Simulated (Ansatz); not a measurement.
# LiY (P1) in Ansatz: convergence with scf convergence dr2 threshold

Aim: find how far scf convergence dr2 threshold must go before the results for LiY settle, at PBE. This setting moves, with any that are tied to it; all else stays.

Everything below comes from runs of Ansatz 0.2.0. Logs are shortened: lines on timing, memory, paths and dates and some standing lists are left out, and cuts for length are marked.

### Step 1. The cell of the first run

The typed cell holds 2 atoms: a = 3.083 Å, b = 3.083 Å, c = 4.528 Å, α = 90.00°, β = 90.00°, γ = 120.00°.

The cell was built by a generator and needn't be a form met in nature.

The cell isn't the ideal one: atoms moved at random, drawn with an rms of 0.05 Å.

### Step 2. With scf convergence dr2 threshold 0.01

The input, input.yaml:

```yaml
crystal:
  lattice:
    - [3.08345958, 0.0, 0.0]
    - [-1.54172979, 2.67035433, 0.0]
    - [0.0, 0.0, 4.52844945]
  atoms:
    - { symbol: Li, position: [-0.017388, -0.021782, 0.895842] }
    - { symbol: "Y", position: [0.007062, 0.019964, 0.395021] }
hamiltonian:
  xc: pbe
  pseudopotentials: { kind: paw, level: accurate }
kpoints:
  mp_grid: { grid: [7, 7, 4] }
scf:
  occupations: { method: gaussian, width: 0.05 }
  convergence: { dr2_threshold: 0.01 }
output:
  forces: true
  stress: true
  eigenvalues: true
```

Potentials or basis: Ansatz PAW earlier set.

The run is started by

```
ansatz run input.yaml --threads 2 --pin off --max-ram 5632MiB --backend cpu --events-out ev --progress --plain --runs-dir out
```

Log:

```text
Warning: scf.convergence.dr2_threshold = 1e-2 eV is looser than this run's default, which is 1e-7 eV or tighter. The error in the forces grows as the threshold's square root, so leave the key out unless less accurate forces are enough
Warning: output.stress: scf.convergence.dr2_threshold = 1e-2 eV is looser than the 2e-10 eV advised for a printed stress (1e-10 eV for each atom of the cell: 2). What an SCF threshold leaves in a stress goes as its square root, and in the free energy as the threshold itself, and one threshold admits the most on a small cell: of the crystals measured, under no hybrid functional and no lock of the moments, on runs that ended without the residual-converged pass, on stresses that held no estimate of that error, the worst erred by over 100 MPa in a component at 1e-7 eV an atom and by under 5 at 1e-10. Set scf.convergence.dr2_threshold to 2e-10 eV or tighter. The threshold is an SCF's pass mark: one that does not reach it within its budget of iterations ends unconverged, or closes short of it on a stop that the run arms, and scf.convergence.dr2_threshold's page says what that costs each kind of run
Warning: RAYON_NUM_THREADS=2 ignored (pool sized by the plan → 2); use --threads N
Engine: ansatz 0.2.0, aarch64-unknown-linux-gnu
Pseudopotentials: kind: paw, level: accurate
Pseudopotential: Li, paw, valence charge 3, recommended cutoff 780 eV (high), Li.paw.azcp
Pseudopotential: Y, paw, valence charge 11, recommended cutoff 480 eV (high), Y.paw.azcp
Functional definition: PBE
  parameter kappa = 0.804
  parameter beta = 0.06672455060314922
  exchange = pbe_x(kappa = kappa, mu = beta*pi^2/3)
  correlation = pbe_c(beta = beta)
Crystal: 2 atoms, lattice volume = 37.287 Å³
Basis set: ecut = 780 eV, 1827 PW (Γ), exchange–correlation on 72×72×108 points (8 copies of the dense FFT grid, shifted against one another)
Bands: 11, of which v1, the nominal top of the filled ones, is band 7 counted from 1 (6 counted from 0)
Symmetry: 1 space group operations
Space group: P1 (ITA 1), of the structure as read, at distance tolerance 3.3e-5 Å
k-points: 99 of 196 (time reversal used)
Non-local potential: Li, projectors of the file, l = 0: 2, l = 1: 1, l = 2: 2
Non-local potential: Y, projectors of the file, l = 0: 2, l = 1: 2, l = 2: 2, l = 3: 1
PAW form: soft (Blöchl's): semilocal exchange-correlation on the pseudo side does not see the compensation charge
PAW one-centre angular grid: Li, 110 points (default); XC on 64 Gauss nodes
PAW one-centre angular grid: Y, 590 points (default); XC on 64 Gauss nodes
Initial density: superposition of atomic densities (chi_scale 0.1, normalization cell, long waves kept (reshape's long-wave potential 0.00 eV rms))
Initial wavefunctions: pseudopotential atomic-orbital guess
Functional: x = pbe(κ = 0.804, μ = 0.2195149727645171), c = pbe(β = 0.06672455060314922)
SCF iter   1: F=—  HF=-4051.694930 eV  |F-HF|=—  |Δ(HF+E_count)|=         —  Δρ=1.88e-2  dr2=1.84e-1  ethr=3.10e-3  ⟨swp⟩=5.4  Hψ=7375  notcnv=0
preconditioner: auto → none  [metal: Δε(μ)=0.012 eV  Ē_g=4.150 eV  σ=0.050 eV  W_gap=0.14  n_scr=2 (ndim 8)  ℏωp=12.2 eV  f_vac=0.000  D(μ)=3.96/eV (n_scr^D=54)  sad-step TF]
SCF iter   2: F=—  HF=-4051.660433 eV  |F-HF|=—  |Δ(HF+E_count)|=   3.45e-2  Δρ=1.17e-2  dr2=7.65e-2  ethr=1.31e-3  ⟨swp⟩=2.0  Hψ=2129  notcnv=0  defer=3
SCF iter   3: F=—  HF=-4051.639957 eV  |F-HF|=—  |Δ(HF+E_count)|=   2.05e-2  Δρ=2.15e-3  dr2=4.44e-3  ethr=5.46e-4  ⟨swp⟩=3.0  Hψ=2034  notcnv=0  defer=3
SCF iter   4: F=-4051.638282 eV  HF=-4051.639013 eV  |F-HF|=7.31e-4  |Δ(HF+E_count)|=   9.45e-4  Δρ=1.06e-3  dr2=9.83e-4  ethr=3.17e-5  ⟨swp⟩=9.1  Hψ=6849  notcnv=0
SCF 1 converged in 4 iterations: F = -4051.638282 eV  dr2 = 9.83e-4
SCF converged after 4 iterations
Free energy (F): -4051.638282 eV
Harris-Foulkes:  -4051.639013 eV  (|F-HF|=7.31e-4)
Internal energy: -4051.634376 eV  (E = F + TS)
E sigma→0 (E₀):  -4051.636329 eV
Entropy (-TS):   -0.003906 eV (-1.953 meV/atom)
Fermi energy:    9.650112 eV
--- Per-component energies (eV) ---
  E_band       = -184.861847
  E_kinetic    = 420.690843
  E_local      = -1007.842728  (includes V_loc(G=0)·N_el)
  E_nonlocal   = 188.896167
  E_hartree    = 249.698819
  E_xc         = -285.723679
  E_vxc        = -267.589547  (∫ρ·V_xc dr)
  E_paw        = -2749.632929  (= ΣΔE_a, less E_core_relax)
  E_vpaw       = -17.874250  (= ΣTr[D̂ρ^β], less what the cores' own moments, if any, meet on the grid)
  E_core_relax = -0.000118  (the energy of the cores' relaxation)
  E_aug_tail   = 0.000093  (compensation charges beyond the density's cutoff)
  E_ewald      = -867.720844
  E_smearing   = -0.003906  (= −TS)
  E_closure    = 0.000000  (closes the sum)
  Σ components = -4051.638282   (vs F -4051.638282, Δ=0.00e0)
--- Forces (eV/Å), atoms counted from 1 ---
  atom   1  Li    -0.03029318    -0.30614128    -0.03260590
  atom   2  Y      0.03030298     0.30624510     0.03284327
  max |Σ_I F_I| component: 2.37e-4 eV/Å
--- Stress (GPa, compression-positive) ---
        5.760998       0.019979       0.001124
        0.019979       5.957324       0.011623
        0.001124       0.011623      40.099129
  P = ⅓ Tr σ = 17.2725 GPa (172.725 kbar)
--- Band table (eV; the first three rows and the last of 99) ---
  k-point 0: bands = ["-37.7227", "-32.8297", "-13.3288", "-11.9381", "-11.9365", "5.2037", "8.7705", "11.9804", "12.0700", "12.0706", "14.8944"]
  k-point 1: bands = ["-37.7188", "-32.8390", "-13.2979", "-11.9372", "-11.9357", "5.6544", "8.5030", "10.6006", "12.0960", "12.0965", "14.5945"]
  k-point 2: bands = ["-37.7149", "-32.8482", "-13.2668", "-11.9363", "-11.9350", "6.4748", "7.8324", "9.5426", "12.1224", "12.1228", "14.3360"]
  k-point 98: bands = ["-37.7087", "-32.6195", "-13.2268", "-13.0549", "-12.4046", "7.6537", "9.0605", "10.4024", "11.4852", "12.1641", "14.7909"]
```

Run time: 5.6 s. Hardware: 2 threads of Arm Neoverse V1, shared host; peak memory 0.46 GiB.

Results:

```
Free energy            : -4051.6383 eV
Pressure               : 17.3 GPa
Largest force          : 0.309 eV/Å
Band gap on the k mesh : none (metal or under the smearing width)
```

### Step 3. With scf convergence dr2 threshold 0.001

input.yaml: that of step 2 with these lines changed.

```diff
@@ -15,3 +15,3 @@
   occupations: { method: gaussian, width: 0.05 }
-  convergence: { dr2_threshold: 0.01 }
+  convergence: { dr2_threshold: 0.001 }
 output:
```

Potentials or basis: Ansatz PAW earlier set.

The run is started by

```
ansatz run input.yaml --threads 2 --pin off --max-ram 5632MiB --backend cpu --events-out ev --progress --plain --runs-dir out
```

Wall time 5.7 s (2 threads of Arm Neoverse V1, shared host); peak memory 0.46 GiB.

Results:

| Item | Value |
| --- | --- |
| Free energy | -4051.6383 eV |
| Pressure | 17.3 GPa |
| Largest force | 0.310 eV/Å |
| Band gap on the k mesh | none (metal or under the smearing width) |

### Step 4. With scf convergence dr2 threshold 0.0001

input.yaml: that of step 3 with these lines changed.

```diff
@@ -15,3 +15,3 @@
   occupations: { method: gaussian, width: 0.05 }
-  convergence: { dr2_threshold: 0.001 }
+  convergence: { dr2_threshold: 0.0001 }
 output:
```

The run is started by

```
ansatz run input.yaml --threads 2 --pin off --max-ram 5632MiB --backend cpu --events-out ev --progress --plain --runs-dir out
```

It took 5.7 s on 2 threads of Arm Neoverse V1, shared host; peak memory 0.46 GiB.

What came out:

```yaml
Free_energy: -4051.6388 eV
Pressure: 17.4 GPa
Largest_force: 0.310 eV/Å
Band_gap_on_the_k_mesh: none (metal or under the smearing width)
```

### Step 5. With scf convergence dr2 threshold 1e-05

input.yaml: that of step 4 with these lines changed.

```diff
@@ -15,3 +15,3 @@
   occupations: { method: gaussian, width: 0.05 }
-  convergence: { dr2_threshold: 0.0001 }
+  convergence: { dr2_threshold: 1.0e-05 }
 output:
```

The run is started by

```
ansatz run input.yaml --threads 2 --pin off --max-ram 5632MiB --backend cpu --events-out ev --progress --plain --runs-dir out
```

It took 5.8 s on 2 threads of Arm Neoverse V1, shared host; peak memory 0.46 GiB.

Results:

```
Free energy            : -4051.6388 eV
Pressure               : 17.4 GPa
Largest force          : 0.310 eV/Å
Band gap on the k mesh : none (metal or under the smearing width)
```

### Step 6. With scf convergence dr2 threshold 1e-06

input.yaml: that of step 5 with these lines changed.

```diff
@@ -15,3 +15,3 @@
   occupations: { method: gaussian, width: 0.05 }
-  convergence: { dr2_threshold: 1.0e-05 }
+  convergence: { dr2_threshold: 1.0e-06 }
 output:
```

Potentials or basis: Ansatz PAW earlier set.

The run is started by

```
ansatz run input.yaml --threads 2 --pin off --max-ram 5632MiB --backend cpu --events-out ev --progress --plain --runs-dir out
```

Wall time 5.8 s (2 threads of Arm Neoverse V1, shared host); peak memory 0.46 GiB.

Results (log left out):

| Property | Result |
| --- | --- |
| Free energy | -4051.6388 eV |
| Pressure | 17.4 GPa |
| Largest force | 0.310 eV/Å |
| Band gap on the k mesh | none (metal or under the smearing width) |

### Step 7. With scf convergence dr2 threshold 1e-07

input.yaml: that of step 6 with these lines changed.

```diff
@@ -15,3 +15,3 @@
   occupations: { method: gaussian, width: 0.05 }
-  convergence: { dr2_threshold: 1.0e-06 }
+  convergence: { dr2_threshold: 1.0e-07 }
 output:
```

The run is started by

```
ansatz run input.yaml --threads 2 --pin off --max-ram 5632MiB --backend cpu --events-out ev --progress --plain --runs-dir out
```

Wall time 5.6 s (2 threads of Arm Neoverse V1, shared host); peak memory 0.46 GiB.

It converged, with:

```yaml
Free_energy: -4051.6388 eV
Pressure: 17.4 GPa
Largest_force: 0.310 eV/Å
Band_gap_on_the_k_mesh: none (metal or under the smearing width)
```

### Step 8. With scf convergence dr2 threshold 1e-09

input.yaml: that of step 7 with these lines changed.

```diff
@@ -15,3 +15,3 @@
   occupations: { method: gaussian, width: 0.05 }
-  convergence: { dr2_threshold: 1.0e-07 }
+  convergence: { dr2_threshold: 1.0e-09 }
 output:
```

The run is started by

```
ansatz run input.yaml --threads 2 --pin off --max-ram 5632MiB --backend cpu --events-out ev --progress --plain --runs-dir out
```

It took 5.8 s on 2 threads of Arm Neoverse V1, shared host; peak memory 0.46 GiB.

Results (log left out):

```yaml
Free_energy: -4051.6388 eV
Pressure: 17.4 GPa
Largest_force: 0.310 eV/Å
Band_gap_on_the_k_mesh: none (metal or under the smearing width)
```

### Step 9. With scf convergence dr2 threshold 1e-11

input.yaml: that of step 8 with these lines changed.

```diff
@@ -15,3 +15,3 @@
   occupations: { method: gaussian, width: 0.05 }
-  convergence: { dr2_threshold: 1.0e-09 }
+  convergence: { dr2_threshold: 1.0e-11 }
 output:
```

Potentials or basis: Ansatz PAW earlier set.

The run is started by

```
ansatz run input.yaml --threads 2 --pin off --max-ram 5632MiB --backend cpu --events-out ev --progress --plain --runs-dir out
```

It took 6.6 s on 2 threads of Arm Neoverse V1, shared host; peak memory 0.46 GiB.

It converged, with:

- Free energy: -4051.6388 eV
- Pressure: 17.4 GPa
- Largest force: 0.310 eV/Å
- Band gap on the k mesh: none (metal or under the smearing width)

### Step 10. Result

```
scf convergence dr2 threshold  energy less the tightest run, at zero smearing (meV/atom)  pressure (GPa)  SCF cycles  CPU time (s)  peak memory (GiB)
                         0.01                                                       0.29           17.27           4            11               0.46
                        0.001                                                       0.29           17.27           4            11               0.46
                       0.0001                                                       0.00           17.35           6            11               0.46
                        1e-05                                                       0.00           17.35           6            11               0.46
                        1e-06                                                       0.00           17.35           7            12               0.46
                        1e-07                                                       0.00           17.35           7            11               0.46
                        1e-09                                                       0.00           17.36           9            12               0.46
                        1e-11                                                       0.00           17.36          11            13               0.46
```

Against the tightest run, the energy stays within 1 meV/atom from 0.01 on; the pressure stays within 0.1 GPa from 0.01 on. The tightest run that finished is the yardstick and may itself not be fully converged.
